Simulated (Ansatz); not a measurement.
Working through an atomisation energy of AlBH₄SSi, SMILES [SiH3][B]1[AlH][S]1

Computed with Ansatz 0.2.0 through its Python package.

Typed at the interpreter:
```pycon
>>> from collections import Counter
>>> from dataclasses import dataclass
>>> import ansatz as az
>>> from ase import Atoms
>>> @dataclass(frozen=True)
... class Settings:
...     basis: str = "def2-TZVP"
...     functional: str = "pbe0"
...     dispersion: str = "d4"
...
>>> settings = Settings()
>>> def energy_of(molecule, charge=0, unpaired=0):
...     calc = (
...         molecule.calculation()
...         .basis(gaussian=settings.basis)  # atom-centred Gaussian functions
...         .functional(settings.functional, dispersion=settings.dispersion)
...     )
...     if charge:
...         calc = calc.charge(charge)
...     if unpaired:
...         calc = calc.spin("collinear", total=unpaired)
...     report = calc.run(threads=1).report
...     if report["published_state_doubts"]:
...         print("  doubts:", report["published_state_doubts"])
...     return report["free_energy_ev"]
...
>>> atoms = Atoms(["Si", "B", "Al", "S", "H", "H", "H", "H"], positions=[
...     [-0.3943, 1.2741, -0.5306],
...     [0.6623, -0.0394, 0.2888],
...     [0.4457, -2.0508, 1.0724],
...     [2.2464, -1.2092, 0.1459],
...     [-1.0312, 0.7679, -1.7919],
...     [-1.5144, 1.7254, 0.3843],
...     [0.4079, 2.4949, -0.8634],
...     [-0.7301, -3.02, 1.2388],
... ])
>>> molecule = az.Crystal.molecule_from_ase(atoms)
>>> # unpaired electrons of the ground-state atoms
>>> unpaired = {"Si": 2, "B": 1, "Al": 1, "S": 2, "H": 1}
>>> counts = Counter(site.symbol for site in molecule.cartesian_sites)
>>> atom_energy = {s: energy_of(az.Crystal.molecule().atom(s, (0, 0, 0)), 0, unpaired[s]) for s in counts}
>>> whole = energy_of(molecule, 0, 0)
>>> for s, e in atom_energy.items():
...     print(f"{s:2s} x{counts[s]}  {e:14.5f} eV")
...
Si x1     -7870.87803 eV
B  x1      -669.89743 eV
Al x1     -6591.92952 eV
S  x1    -10829.41622 eV
H  x4       -13.63389 eV
>>> print(f"AlBH4SSi: {whole:.5f} eV")
AlBH4SSi: -26040.00527 eV
>>> split = sum(counts[s] * e for s, e in atom_energy.items()) - whole
>>> print(f"atomisation energy (no zero-point term): {23.060548 * split:.1f} kcal/mol, {split / sum(counts.values()):.3f} eV an atom")
atomisation energy (no zero-point term): 538.4 kcal/mol, 2.919 eV an atom
```

538.4 kcal/mol from the electronic energies, without the zero-point term.

Total energies depend on the basis set; only differences at equal settings carry meaning. The geometry is a force-field or estimated start, not a minimum of this method, and the basis set is short of its limit. All parts are taken at fixed geometry, without zero-point energy. Run time: 5.9 s on 1 thread of Arm Neoverse V2, on a shared host, peak memory 0.36 GiB.
